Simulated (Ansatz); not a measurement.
Born–Oppenheimer molecular dynamics of a periodic cell of 40 atoms, LiGaSi2O6 (host LiGaSi2O6, host structure C2/c). It goes on from the last frame of an earlier run, with new velocities.

All numbers below come from Ansatz, DFT LDA, scalar-relativistic, plane waves, PAW. Settings: cutoff 420 eV, k mesh 2x2x1, fermi-dirac smearing 0.05 eV, no spin polarisation.

```
ensemble                      : NVE (velocity Verlet)
time step                     : 1 fs
steps asked                   : 380
starting velocities drawn for : 1170 K
seed                          : 647477
```

Frames 2 fs apart, positions in Å.

Velocities at 20.0 fs (Å/ps):

```
Li 2.18 -7.25 -2.91
Li -3.10 2.55 -0.51
Ga -0.54 -0.64 3.77
Ga 2.33 -1.56 -5.11
Si -4.02 8.16 4.25
Si 0.79 -6.42 3.27
Si -6.62 12.49 -3.31
Si -8.07 12.70 -0.50
O -5.26 1.49 4.23
O 18.36 -3.94 -13.28
O 8.47 -2.86 -4.51
O -6.81 -5.34 16.86
O -1.15 3.36 13.24
O -10.53 6.91 -1.98
O 1.46 1.47 -0.69
O -9.27 2.89 6.45
O 2.30 -1.69 -4.28
O -3.57 14.41 -2.72
O -2.19 -1.25 1.45
O 5.39 2.75 0.53
Li -12.64 -5.23 -10.31
Li 4.54 -13.05 -3.63
Ga -1.80 -3.87 -9.21
Ga 6.34 -8.88 2.10
Si 0.43 -1.69 8.92
Si -1.56 -0.52 -11.18
Si -4.04 -5.62 -1.95
Si -8.15 13.54 12.85
O 0.90 1.79 -1.96
O 6.68 -13.22 -7.32
O 0.43 5.36 -1.11
O -3.74 -4.08 3.61
O 0.01 -6.28 16.69
O 5.81 -7.09 -5.93
O 8.69 -7.26 -8.89
O 3.81 -11.73 8.53
O -2.51 16.73 -1.34
O -2.28 12.84 4.28
O 8.94 2.53 -6.70
O 7.20 9.98 7.55
```

```xyz
40
Lattice="2.8829 4.1731 4.8142 2.8829 -4.1731 4.8142 9.3120 0.0000 0.0000" Properties=species:S:1:pos:R:3 time_fs=20.0 energy_less_start_eV=-0.356 T=1241
Li 6.961 2.245 6.104
Li 2.870 1.380 3.778
Ga 6.817 -1.189 6.258
Ga 5.824 0.835 8.545
Si 2.012 0.775 0.949
Si 5.718 0.555 1.287
Si 5.085 -0.978 3.832
Si 10.699 -0.565 3.570
O 3.388 -3.667 5.452
O 7.266 0.489 1.765
O 6.549 -0.843 4.370
O 9.198 -0.911 3.082
O 5.151 -1.956 6.219
O 8.194 -2.208 5.530
O 4.630 -2.506 3.601
O 11.150 -1.952 4.215
O 3.176 -0.033 0.161
O 5.049 -0.173 2.461
O 4.012 -0.468 4.931
O 2.138 0.055 2.429
Li 11.468 -2.086 5.979
Li 7.756 -2.173 3.501
Ga 8.743 -1.064 1.060
Ga 7.805 0.930 3.485
Si 9.655 1.034 5.858
Si 4.198 0.596 6.088
Si 12.497 -0.931 8.474
Si 8.798 -0.582 8.219
O 8.124 0.859 5.293
O 5.625 0.571 6.681
O 11.238 3.387 4.079
O 7.295 -1.150 7.970
O 10.105 2.411 6.493
O 3.718 1.918 5.334
O 9.340 1.953 2.850
O 6.553 2.195 3.883
O 10.649 0.504 4.833
O 12.431 0.162 7.245
O 11.522 -0.198 9.357
O 9.778 0.029 7.107
40
Lattice="2.8829 4.1731 4.8142 2.8829 -4.1731 4.8142 9.3120 0.0000 0.0000" Properties=species:S:1:pos:R:3 time_fs=22.0 energy_less_start_eV=-0.223 T=1215
Li 6.965 2.230 6.096
Li 2.865 1.388 3.776
Ga 6.816 -1.190 6.265
Ga 5.828 0.832 8.534
Si 2.005 0.790 0.958
Si 5.722 0.543 1.290
Si 5.071 -0.954 3.827
Si 10.680 -0.542 3.571
O 3.376 -3.665 5.461
O 7.304 0.484 1.738
O 6.567 -0.847 4.361
O 9.183 -0.920 3.114
O 5.151 -1.948 6.247
O 8.172 -2.194 5.527
O 4.633 -2.504 3.598
O 11.133 -1.946 4.227
O 3.179 -0.035 0.152
O 5.038 -0.145 2.456
O 4.007 -0.471 4.930
O 2.152 0.061 2.428
Li 11.443 -2.096 5.960
Li 7.766 -2.198 3.495
Ga 8.740 -1.072 1.042
Ga 7.818 0.912 3.489
Si 9.654 1.030 5.877
Si 4.193 0.595 6.066
Si 12.492 -0.941 8.467
Si 8.783 -0.557 8.246
O 8.128 0.864 5.292
O 5.642 0.546 6.667
O 11.237 3.397 4.076
O 7.287 -1.155 7.977
O 10.104 2.397 6.526
O 3.729 1.906 5.324
O 9.355 1.935 2.833
O 6.561 2.170 3.899
O 10.648 0.536 4.827
O 12.428 0.189 7.252
O 11.537 -0.192 9.350
O 9.791 0.048 7.124
40
Lattice="2.8829 4.1731 4.8142 2.8829 -4.1731 4.8142 9.3120 0.0000 0.0000" Properties=species:S:1:pos:R:3 time_fs=24.0 energy_less_start_eV=-0.338 T=1237
Li 6.965 2.213 6.082
Li 2.862 1.400 3.774
Ga 6.814 -1.190 6.271
Ga 5.832 0.829 8.523
Si 2.001 0.804 0.968
Si 5.732 0.534 1.287
Si 5.058 -0.931 3.823
Si 10.655 -0.524 3.576
O 3.361 -3.664 5.471
O 7.343 0.483 1.710
O 6.585 -0.851 4.349
O 9.166 -0.926 3.144
O 5.155 -1.937 6.277
O 8.151 -2.182 5.528
O 4.637 -2.502 3.592
O 11.118 -1.941 4.237
O 3.180 -0.031 0.146
O 5.018 -0.122 2.455
O 4.000 -0.473 4.921
O 2.174 0.068 2.424
Li 11.417 -2.108 5.943
Li 7.781 -2.223 3.493
Ga 8.738 -1.079 1.025
Ga 7.830 0.894 3.493
Si 9.648 1.025 5.898
Si 4.182 0.594 6.047
Si 12.491 -0.948 8.454
Si 8.770 -0.538 8.275
O 8.136 0.869 5.295
O 5.665 0.523 6.656
O 11.231 3.404 4.073
O 7.279 -1.156 7.983
O 10.101 2.380 6.557
O 3.737 1.897 5.316
O 9.367 1.913 2.819
O 6.570 2.145 3.913
O 10.653 0.565 4.812
O 12.428 0.218 7.256
O 11.544 -0.182 9.358
O 9.801 0.065 7.145
40
Lattice="2.8829 4.1731 4.8142 2.8829 -4.1731 4.8142 9.3120 0.0000 0.0000" Properties=species:S:1:pos:R:3 time_fs=26.0 energy_less_start_eV=-0.614 T=1291
Li 6.963 2.194 6.064
Li 2.861 1.418 3.769
Ga 6.812 -1.190 6.275
Ga 5.835 0.826 8.511
Si 1.999 0.815 0.979
Si 5.747 0.528 1.276
Si 5.048 -0.911 3.821
Si 10.627 -0.510 3.585
O 3.346 -3.664 5.482
O 7.381 0.486 1.681
O 6.600 -0.852 4.336
O 9.146 -0.929 3.170
O 5.163 -1.925 6.310
O 8.130 -2.174 5.533
O 4.642 -2.499 3.583
O 11.105 -1.935 4.244
O 3.178 -0.022 0.144
O 4.990 -0.102 2.456
O 3.990 -0.476 4.906
O 2.201 0.074 2.420
Li 11.390 -2.120 5.931
Li 7.799 -2.247 3.495
Ga 8.737 -1.086 1.010
Ga 7.842 0.875 3.496
Si 9.638 1.020 5.921
Si 4.170 0.594 6.033
Si 12.496 -0.952 8.435
Si 8.759 -0.526 8.304
O 8.149 0.876 5.303
O 5.692 0.504 6.646
O 11.220 3.408 4.069
O 7.273 -1.150 7.989
O 10.097 2.361 6.586
O 3.744 1.894 5.311
O 9.375 1.887 2.808
O 6.578 2.122 3.924
O 10.664 0.593 4.792
O 12.431 0.248 7.256
O 11.545 -0.172 9.377
O 9.807 0.078 7.172
40
Lattice="2.8829 4.1731 4.8142 2.8829 -4.1731 4.8142 9.3120 0.0000 0.0000" Properties=species:S:1:pos:R:3 time_fs=28.0 energy_less_start_eV=-0.886 T=1345
Li 6.959 2.173 6.039
Li 2.863 1.440 3.761
Ga 6.810 -1.190 6.278
Ga 5.838 0.823 8.498
Si 1.999 0.825 0.990
Si 5.769 0.526 1.260
Si 5.041 -0.893 3.821
Si 10.597 -0.501 3.595
O 3.331 -3.664 5.493
O 7.416 0.494 1.652
O 6.612 -0.851 4.320
O 9.124 -0.929 3.192
O 5.172 -1.911 6.343
O 8.112 -2.171 5.542
O 4.647 -2.496 3.572
O 11.095 -1.929 4.247
O 3.172 -0.007 0.149
O 4.957 -0.084 2.459
O 3.978 -0.480 4.886
O 2.230 0.077 2.417
Li 11.364 -2.133 5.923
Li 7.819 -2.270 3.501
Ga 8.736 -1.092 0.996
Ga 7.854 0.856 3.499
Si 9.625 1.013 5.943
Si 4.156 0.593 6.023
Si 12.504 -0.953 8.411
Si 8.751 -0.522 8.332
O 8.166 0.883 5.316
O 5.719 0.488 6.636
O 11.204 3.409 4.063
O 7.267 -1.139 7.996
O 10.094 2.343 6.612
O 3.747 1.898 5.307
O 9.380 1.859 2.800
O 6.585 2.102 3.933
O 10.679 0.620 4.769
O 12.437 0.278 7.253
O 11.542 -0.162 9.406
O 9.808 0.086 7.204
```

Of the whole run (380 fs, mean temperature of the second half 1428 K): The conserved energy stayed within 0.27 meV per atom of its start (net change -0.17 meV per atom), so the integration is sound. A run of 0.38 ps of so small a system gives no equilibrium averages. Limits of this set-up: coarse k mesh.

Time of the run: 34 min on 2 threads of Arm Neoverse V1, with other jobs on the host, peak memory 1.1 GiB.
